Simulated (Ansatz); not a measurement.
# (LiF)11 cage of four- and six-membered rings (Li11F11): the relaxed shape and its frontier levels

What does (LiF)11 cage of four- and six-membered rings (Li11F11) look like as a singlet, and where do its frontier electrons sit?

The runs use Ansatz 0.2.0, Gaussian basis; RKS PBE0-D4/def2-TZVP.

Levels to be run: relaxation at r2SCAN-D4/def2-SVP; a single point at PBE0-D4/def2-TZVP.

5 further runs of the same task are left out: 5 that didn't finish. Runs told in other sessions of the task aren't counted.

**1. Starting geometry**

22 atoms, charge 0, spin multiplicity 1.

Atoms are counted from 1 here; the program's logs count them from 0.

Bond lengths: Li1–F2 1.745 Å, Li1–F4 1.840 Å, Li1–F6 1.757 Å, F2–Li3 1.784 Å, F2–Li9 1.717 Å, Li3–F4 1.746 Å, Li3–F12 1.721 Å, F4–Li5 1.749 Å, Li5–F6 1.793 Å, Li5–F14 1.702 Å, F6–Li7 1.701 Å, Li7–F8 1.753 Å, Li7–F16 1.772 Å, F8–Li9 1.714 Å, F8–Li17 1.752 Å, Li9–F10 1.718 Å, F10–Li11 1.784 Å, F10–Li19 1.744 Å and more. Angles: F2–Li1–F4 94.9°, F2–Li1–F6 125.5°, F4–Li1–F6 95.5°, Li1–F2–Li3 84.3°, Li1–F2–Li9 116.5°, Li3–F2–Li9 104.7°, F2–Li3–F4 96.9°, F2–Li3–F12 119.5°, F4–Li3–F12 123.0°, Li1–F4–Li3 82.6°, Li1–F4–Li5 82.5°, Li3–F4–Li5 110.1°, F4–Li5–F6 97.6°, F4–Li5–F14 120.3°, F6–Li5–F14 118.6°, Li1–F6–Li5 83.7°, Li1–F6–Li7 112.1°, Li5–F6–Li7 105.0° and more.

The start is a GFN2-xTB geometry.

**2. Relaxation at r2SCAN-D4/def2-SVP**

Contents of in.yaml:

```yaml
crystal:
  periodic: [false, false, false]
  atoms:
    - {symbol: Li, position_ang: [0.852890, 0.907480, -2.839070]}
    - {symbol: F, position_ang: [0.955580, 2.018260, -1.497660]}
    - {symbol: Li, position_ang: [-0.821420, 1.861490, -1.462060]}
    - {symbol: F, position_ang: [-0.983310, 0.963800, -2.950800]}
    - {symbol: Li, position_ang: [-0.826500, -0.749810, -2.638020]}
    - {symbol: F, position_ang: [0.961710, -0.842660, -2.725200]}
    - {symbol: Li, position_ang: [1.451240, -1.355010, -1.178480]}
    - {symbol: F, position_ang: [2.102190, -0.234260, 0.002110]}
    - {symbol: Li, position_ang: [1.480090, 1.363050, 0.000720]}
    - {symbol: F, position_ang: [0.953010, 2.019960, 1.498230]}
    - {symbol: Li, position_ang: [-0.824000, 1.863310, 1.463040]}
    - {symbol: F, position_ang: [-1.602620, 1.399170, 0.000290]}
    - {symbol: Li, position_ang: [-1.886190, -0.298610, 0.000030]}
    - {symbol: F, position_ang: [-1.615130, -1.456120, -1.305780]}
    - {symbol: Li, position_ang: [-0.868140, -2.393760, -0.000760]}
    - {symbol: F, position_ang: [0.835630, -2.527510, -0.000540]}
    - {symbol: Li, position_ang: [1.451250, -1.356870, 1.179910]}
    - {symbol: F, position_ang: [-1.614960, -1.457640, 1.304520]}
    - {symbol: Li, position_ang: [0.850910, 0.905950, 2.836670]}
    - {symbol: F, position_ang: [-0.984980, 0.962850, 2.950540]}
    - {symbol: Li, position_ang: [-0.827900, -0.750550, 2.637440]}
    - {symbol: F, position_ang: [0.960660, -0.842520, 2.724880]}
basis:
  gaussian: {orbitals: def2-SVP}
hamiltonian: {xc: r2scan, dispersion: d4}
scf: {lower_state_search: "off"}
output: {orbitals: {seedname: orbitals}}
relax: {f_tol: 0.03, max_steps: 70}
```

Started as:

```bash
$ ansatz run in.yaml --threads 4 --pin off --events-out ev --progress --plain --max-ram 6963MiB
```

Further steps of the session: Single point, PBE0-D4/def2-TZVP.

Before running them: what should the planned runs give, taken together? Wanted: point group; commonest bond; HOMO, LUMO at PBE0-D4/def2-TZVP; dipole at r2SCAN-D4/def2-SVP.

The runs gave:

```
                       quantity                            value
                    point group                               Cs
                 commonest bond  F–Li, 33 of mean length 1.793 Å
HOMO, LUMO at PBE0-D4/def2-TZVP                  -9.60, -0.18 eV
   dipole at r2SCAN-D4/def2-SVP                           0.28 D
```

**Reading.** The molecule keeps its bonding pattern by the stored test; the atoms moved 0.12 Å (rms). No usable vibrations, so a minimum isn't proven. The HOMO lies nearest to F4, F20 about 30 % each; F2, F10 about 12 % each and the LUMO to Li1, Li19 about 7 % each. Whether this spin is the lowest isn't tested here. The point group is read from a loosely relaxed geometry; soft torsions can leave it below the true symmetry.
